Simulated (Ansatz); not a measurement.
# CH5NO3W: the cost of one run

Computed with Ansatz 0.2.0, Gaussian basis. Level: the settings change from run to run.

## 1. The relaxed structure

The structure was relaxed beforehand with PBE0-D4 in a triple-zeta def2 set. W takes a core potential in def2 sets; no spin-orbit term is included.

SMILES `C[N]=[W](=[O])([OH])[OH]`, 11 atoms, charge 0, spin multiplicity 1.

Atoms are counted from 1 here; the program's logs count them from 0.

Bond lengths: C1–N2 1.420 Å, C1–H7 1.095 Å, C1–H8 1.095 Å, C1–H9 1.096 Å, N2–W3 1.747 Å, W3–O4 1.710 Å, W3–O5 1.896 Å, W3–O6 1.896 Å, O5–H10 0.958 Å, O6–H11 0.958 Å. Angles: N2–C1–H7 110.3°, N2–C1–H8 110.3°, N2–C1–H9 111.7°, H7–C1–H8 107.5°, H7–C1–H9 108.5°, H8–C1–H9 108.5°, C1–N2–W3 154.1°, N2–W3–O4 108.9°, N2–W3–O5 108.7°, N2–W3–O6 108.7°, O4–W3–O5 109.5°, O4–W3–O6 109.5°, O5–W3–O6 111.4°, W3–O5–H10 124.0°, W3–O6–H11 124.0°.

## 2. RPA/def2-TZVPP

This run has multiplicity 3, a grid of angular degree 47, a point charge of 2.00 e beside it.

The input, in.yaml:

```yaml
crystal:
  periodic: [false, false, false]
  atoms:
    - {symbol: C, position_ang: [0.363716, -1.726156, -0.791131]}
    - {symbol: N, position_ang: [0.086792, -0.393082, -0.387857]}
    - {symbol: W, position_ang: [-0.190434, 0.866444, 0.790531]}
    - {symbol: O, position_ang: [-0.085858, 0.191766, 2.358698]}
    - {symbol: O, position_ang: [1.144337, 2.197336, 0.583016]}
    - {symbol: O, position_ang: [-1.927367, 1.578454, 0.521731]}
    - {symbol: H, position_ang: [1.283568, -1.759934, -1.384006]}
    - {symbol: H, position_ang: [-0.446683, -2.108562, -1.420248]}
    - {symbol: H, position_ang: [0.480279, -2.393999, 0.069442]}
    - {symbol: H, position_ang: [1.787310, 2.205378, -0.127411]}
    - {symbol: H, position_ang: [-2.495671, 1.342364, -0.212774]}
basis:
  gaussian: {orbitals: def2-TZVPP, final_grid: {core_spheres: 20, valence_spheres: 16, degree: 47}, point_charges: [{charge: 2.00, position_ang: [5.395, 0.267, 0.349]}]}
magnetization: {spin_polarized: true, initial_magnetization: 2}
hamiltonian: {xc: {name: HF}}
correlation: {method: rpa}
```

Run with:

```
$ ansatz run in.yaml --threads 4 --pin off --events-out ev --progress --plain --max-ram 11315MiB
```

What time and memory should one allow on 4 threads of Arm Neoverse V2, shared host?

About 2.7 min, with a peak of 1 GiB.
